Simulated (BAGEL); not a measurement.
# C2H4NOSi− (SMILES N#CCO[SiH2-]) at RI-MP2/6-31G(d) (density fitting with qzvpp-jkfit, spherical functions)

What is the energy change on altering one bond length of C2H4NOSi− at RI-MP2/6-31G* (density fitting with qzvpp-jkfit, spherical functions)? 

The calculation is run with BAGEL 1.2.2.

3 further runs of the same task are left out: 3 set aside as unsound or not needed. Runs told in other sessions of the task aren't counted.

## 1. The molecule

C2H4NOSi−: 9 atoms, total charge -1, spin state singlet. SMILES: `N#CCO[SiH2-]`. The shape is that of a GFN2-xTB optimisation. This is one conformer, not always the lowest.

Bond lengths: N1–C2 1.152 Å, C2–C3 1.443 Å, C3–O4 1.348 Å, O4–Si5 1.756 Å, C3–H6 1.121 Å, C3–H7 1.116 Å, Si5–H8 1.520 Å, Si5–H9 1.489 Å. Some angles: N1–C2–C3 178.6°, C2–C3–O4 111.6°, C3–O4–Si5 111.4°, C2–C3–H6 109.4°, C2–C3–H7 107.3°, O4–C3–H6 110.7°, O4–C3–H7 112.3°, O4–Si5–H8 99.2°, O4–Si5–H9 94.5°, H6–C3–H7 105.3°.

## 2. The energy at RI-MP2/6-31G(d) (density fitting with qzvpp-jkfit, spherical functions)

input.json

```json
{ "bagel": [

{
  "title": "molecule",
  "basis": "6-31gs.json",
  "df_basis": "qzvpp-jkfit",
  "angstrom": "true",
  "geometry": [
    { "atom": "N", "xyz": [       1.685550,       1.116750,      -2.385770 ] },
    { "atom": "C", "xyz": [       1.208260,       0.800680,      -1.386450 ] },
    { "atom": "C", "xyz": [       0.584750,       0.387910,      -0.152700 ] },
    { "atom": "O", "xyz": [      -0.662170,      -0.082410,      -0.358590 ] },
    { "atom": "Si", "xyz": [      -1.488210,      -0.395780,       1.159300 ] },
    { "atom": "H", "xyz": [       0.570670,       1.250250,       0.563750 ] },
    { "atom": "H", "xyz": [       1.251640,      -0.373300,       0.316790 ] },
    { "atom": "H", "xyz": [      -0.584400,      -1.489190,       1.705210 ] },
    { "atom": "H", "xyz": [      -2.566100,      -1.214910,       0.538450 ] }
  ]
},

{ "title": "hf", "charge": -1 },

{ "title": "mp2", "charge": -1, "ncore": 9 }

]}
```

The basis set 6-31G* is read from a file made from the Basis Set Exchange's data (not shown).

Launch:

```sh
$ BAGEL_NUM_THREADS=1 BAGEL input.json > input.out
```

Standard output:

```text
* using 1 threads per process

  ===============================================================
  ===============================================================

  *** Geometry ***

  { "atom" : "N", "xyz" : [      3.185228,      2.110352,     -4.508452 ] },
  { "atom" : "C", "xyz" : [      2.283280,      1.513066,     -2.620011 ] },
  { "atom" : "C", "xyz" : [      1.105017,      0.733044,     -0.288561 ] },
  { "atom" : "O", "xyz" : [     -1.251320,     -0.155732,     -0.677637 ] },
  { "atom" : "Si", "xyz" : [     -2.812309,     -0.747916,      2.190759 ] },
  { "atom" : "H", "xyz" : [      1.078410,      2.362630,      1.065333 ] },
  { "atom" : "H", "xyz" : [      2.365257,     -0.705435,      0.598646 ] },
  { "atom" : "H", "xyz" : [     -1.104356,     -2.814161,      3.222380 ] },
  { "atom" : "H", "xyz" : [     -4.849226,     -2.295847,      1.017523 ] },

  Number of auxiliary basis functions:      504

  Since a DF basis is specified, we compute 2- and 3-index integrals:
    o Being stored without compression. Storage requirement is 0.027 GB

  Number of basis functions:       82
  Number of electrons      :       45

    * METHOD: MOLECULE                             0.27

  *** RHF ***

  === Nuclear Repulsion ===
   192.4038680121

      * DIIS with orbital gradients will be used.

  === RHF iteration (6-31gs.json) ===
      0       -495.98180149          0.02294680           0.06
      1       -496.12124195          0.01892595           0.06
      2       -496.26431005          0.00221575           0.06
      3       -496.26742107          0.00117594           0.06
      4       -496.26812443          0.00021339           0.06
      5       -496.26817446          0.00009295           0.06
      6       -496.26818474          0.00003085           0.06
      7       -496.26818666          0.00000907           0.06
      8       -496.26818679          0.00000520           0.06
      9       -496.26818681          0.00000252           0.06
     10       -496.26818682          0.00000116           0.06
     11       -496.26818683          0.00000044           0.06
     12       -496.26818683          0.00000025           0.06
     13       -496.26818683          0.00000013           0.06
     14       -496.26818683          0.00000005           0.06
     15       -496.26818683          0.00000003           0.06
     16       -496.26818683          0.00000001           0.06
     17       -496.26818683          0.00000001           0.06
    * SCF iteration converged.

    * Permanent dipole moment:
           (   -1.488257,    -0.250910,     0.433941) a.u.

    * METHOD: HF                                   1.29

  *** RHF ***

  === Nuclear Repulsion ===
   192.4038680121

      * DIIS with orbital gradients will be used.

  === RHF iteration (6-31gs.json) ===
      0       -496.26818683          0.00000000           0.06
    * SCF iteration converged.

    * Permanent dipole moment:
           (   -1.488256,    -0.250910,     0.433941) a.u.

  === DF-MP2 calculation ===

    * freezing 9 orbitals
    * 3-index integral transformation done
    * assembly done

      MP2 correlation energy:   -0.6594918256      0.04

      MP2 total energy:       -496.9276786510

    * METHOD: MP2                                  0.18

  ===============================================================
```

Run time: 1.9 s. Hardware: 1 thread of Arm Neoverse V1, shared host; peak memory 0.12 GiB.

## 3. The distorted shape, same level

calc.json

```json
{ "bagel" : [

{
  "title" : "molecule",
  "basis" : "6-31gs.json",
  "df_basis" : "qzvpp-jkfit",
  "angstrom" : true,
  "geometry" : [
    { "atom" : "N", "xyz" : [    1.997306,    1.323136,   -3.002647 ] },
    { "atom" : "C", "xyz" : [    1.520016,    1.007066,   -2.003327 ] },
    { "atom" : "C", "xyz" : [    0.584750,    0.387910,   -0.152700 ] },
    { "atom" : "O", "xyz" : [   -0.662170,   -0.082410,   -0.358590 ] },
    { "atom" : "Si", "xyz" : [   -1.488210,   -0.395780,    1.159300 ] },
    { "atom" : "H", "xyz" : [    0.570670,    1.250250,    0.563750 ] },
    { "atom" : "H", "xyz" : [    1.251640,   -0.373300,    0.316790 ] },
    { "atom" : "H", "xyz" : [   -0.584400,   -1.489190,    1.705210 ] },
    { "atom" : "H", "xyz" : [   -2.566100,   -1.214910,    0.538450 ] }
  ]
},
{ "title" : "hf", "charge" : -1 },
{ "title" : "mp2", "charge" : -1, "ncore" : 9 }

]}
```

The basis set 6-31G* is read from a file made from the Basis Set Exchange's data (not shown).

Launch:

```sh
$ BAGEL_NUM_THREADS=1 BAGEL calc.json > calc.out
```

Standard output:

```text
* using 1 threads per process

  ===============================================================
  ===============================================================

  *** Geometry ***

  { "atom" : "N", "xyz" : [      3.774361,      2.500365,     -5.674180 ] },
  { "atom" : "C", "xyz" : [      2.872414,      1.903079,     -3.785739 ] },
  { "atom" : "C", "xyz" : [      1.105017,      0.733044,     -0.288561 ] },
  { "atom" : "O", "xyz" : [     -1.251320,     -0.155732,     -0.677637 ] },
  { "atom" : "Si", "xyz" : [     -2.812309,     -0.747916,      2.190759 ] },
  { "atom" : "H", "xyz" : [      1.078410,      2.362630,      1.065333 ] },
  { "atom" : "H", "xyz" : [      2.365257,     -0.705435,      0.598646 ] },
  { "atom" : "H", "xyz" : [     -1.104356,     -2.814161,      3.222380 ] },
  { "atom" : "H", "xyz" : [     -4.849226,     -2.295847,      1.017523 ] },

  Number of auxiliary basis functions:      504

  Since a DF basis is specified, we compute 2- and 3-index integrals:
    o Being stored without compression. Storage requirement is 0.027 GB

  Number of basis functions:       82
  Number of electrons      :       45

    * METHOD: MOLECULE                             0.27

  *** RHF ***

  === Nuclear Repulsion ===
   177.7972012415

      * DIIS with orbital gradients will be used.

  === RHF iteration (6-31gs.json) ===
      0       -495.88304914          0.02375337           0.07
      1       -496.00716449          0.02022452           0.06
      2       -496.17968657          0.00239971           0.06
      3       -496.18407056          0.00110264           0.06
      4       -496.18483048          0.00027865           0.06
      5       -496.18491043          0.00011295           0.06
      6       -496.18492455          0.00003515           0.06
      7       -496.18492685          0.00000861           0.06
      8       -496.18492698          0.00000493           0.06
      9       -496.18492701          0.00000234           0.06
     10       -496.18492702          0.00000078           0.06
     11       -496.18492702          0.00000031           0.06
     12       -496.18492702          0.00000012           0.06
     13       -496.18492702          0.00000005           0.06
     14       -496.18492702          0.00000002           0.06
     15       -496.18492702          0.00000001           0.06
     16       -496.18492702          0.00000001           0.06
    * SCF iteration converged.

    * Permanent dipole moment:
           (   -0.818970,     0.146046,    -0.479803) a.u.

    * METHOD: HF                                   1.27

  *** RHF ***

  === Nuclear Repulsion ===
   177.7972012415

      * DIIS with orbital gradients will be used.

  === RHF iteration (6-31gs.json) ===
      0       -496.18492702          0.00000001           0.06
    * SCF iteration converged.

    * Permanent dipole moment:
           (   -0.818970,     0.146046,    -0.479802) a.u.

  === DF-MP2 calculation ===

    * freezing 9 orbitals
    * 3-index integral transformation done
    * assembly done

      MP2 correlation energy:   -0.6611069022      0.04

      MP2 total energy:       -496.8460339205

    * METHOD: MP2                                  0.18

  ===============================================================
```

It took 1.9 s on 1 thread of Arm Neoverse V1, shared host; peak memory 0.12 GiB.

## 4. Summary of results

At RI-MP2/6-31G* (density fitting with qzvpp-jkfit, spherical functions), 9 core orbitals frozen:

| quantity | value |
| --- | --- |
| first shape: total energy | -496.92768 Eh |
| first shape: correlation energy (9 core orbitals frozen) | -659.5 mEh |
| distorted shape: total energy | -496.84603 Eh |
| distorted shape: correlation energy (9 core orbitals frozen) | -661.1 mEh |
| energy change with the C2–C3 bond stretched from 1.443 to 2.164 Å | 2.222 eV |

With the C2–C3 bond stretched from 1.443 to 2.164 Å the energy rises by 2.22 eV (214 kJ/mol). The first shape isn't relaxed at this level, so the change isn't measured from a minimum.
